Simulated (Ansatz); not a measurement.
Write a Python script for the Ansatz DFT code, driven from Python that makes a ladder of methods at one geometry of CH6N2Te, SMILES NC(N)[TeH]. Settings (for the species named): LC-wPBE, def2-SVP basis, multiplicity 1. The script varies functional: lc_wpbe, hse06, pbe0, r2scan0, pbe, hf.

`ch6n2te.xyz`
```text
10

N    -0.87260    0.62380    0.34020
C     0.34050   -0.05880    0.22710
N     0.14180   -1.43840    0.64700
Te    1.15940   -0.00470   -1.79800
H    -1.57770    0.28110   -0.40680
H    -0.74160    1.68320    0.07540
H     1.12750    0.43650    0.88250
H    -0.14440   -1.41790    1.63710
H    -0.55510   -1.87250    0.10850
H     1.20550    1.71660   -1.71010
```

`run_methods.py`
```python
# -*- coding: utf-8 -*-
"""CH6N2Te at several levels of theory."""

from pathlib import Path

import ansatz as az
import numpy as np

system = az.Crystal.molecule_from_extxyz("ch6n2te.xyz")

model = system.calculation().basis(gaussian="def2-SVP")

print("functional    E (Ha)        dipole (D)   HOMO (eV)  LUMO (eV)")
for name in ["lc_wpbe", "hse06", "pbe0", "r2scan0", "pbe", "hf"]:
    r = model.functional(name).forces().orbitals().run(threads=1, pin="off", runs_dir="runs").report
    lines = Path(r["orbitals_path"]).read_text().splitlines()
    field_of = lambda key: [line.split("=")[1].strip() for line in lines if line.startswith(key)]
    orbitals = [(27.211386 * float(e), s, float(n)) for e, s, n in zip(field_of("Ene="), field_of("Spin="), field_of("Occup="))]
    homo = max(e for e, _, n in orbitals if n > 0.5)
    lumo = min(e for e, _, n in orbitals if n < 0.5)
    dipole = 4.803205 * np.linalg.norm(r["charge_distribution"]["dipole_moment_e_ang"])
    print(f"{name:10s} {r['free_energy_ev'] / 27.211386246:14.6f} {dipole:9.3f} {homo:11.3f} {lumo:10.3f}")
```

```console
$ python run_methods.py
functional    E (Ha)        dipole (D)   HOMO (eV)  LUMO (eV)
lc_wpbe       -419.031175     1.900      -8.480      1.475
hse06         -418.913473     1.975      -5.483     -1.066
pbe0          -418.923098     1.967      -5.877     -0.690
r2scan0       -419.054258     2.019      -6.058     -0.610
pbe           -418.893081     2.000      -4.725     -1.467
hf            -417.088505     1.863      -8.303      2.478
```

Caveats:
- Total energies depend on the basis set; only differences at equal settings carry meaning.
- The geometry is a force-field or estimated start, not a minimum of this method, and the basis set is short of its limit. A lower total doesn't mark the better method: functionals have no common bound, and MP2 and coupled cluster aren't variational.
- def2 sets replace the cores of elements past krypton by effective core potentials.
- Levels such as HOMO and LUMO are orbital energies: with these approximate functionals they aren't the ionisation energy and electron affinity, and their gap isn't the fundamental gap.
- hse06 follows the composition of plane-wave codes, whose totals differ by tens of mHa, up to about 0.1 Ha, from the form usual in Gaussian-basis programs (wpbeh).
- Wall time of the script: 26 s on 1 thread of Arm Neoverse V2 (shared host), peak memory 0.3 GiB.
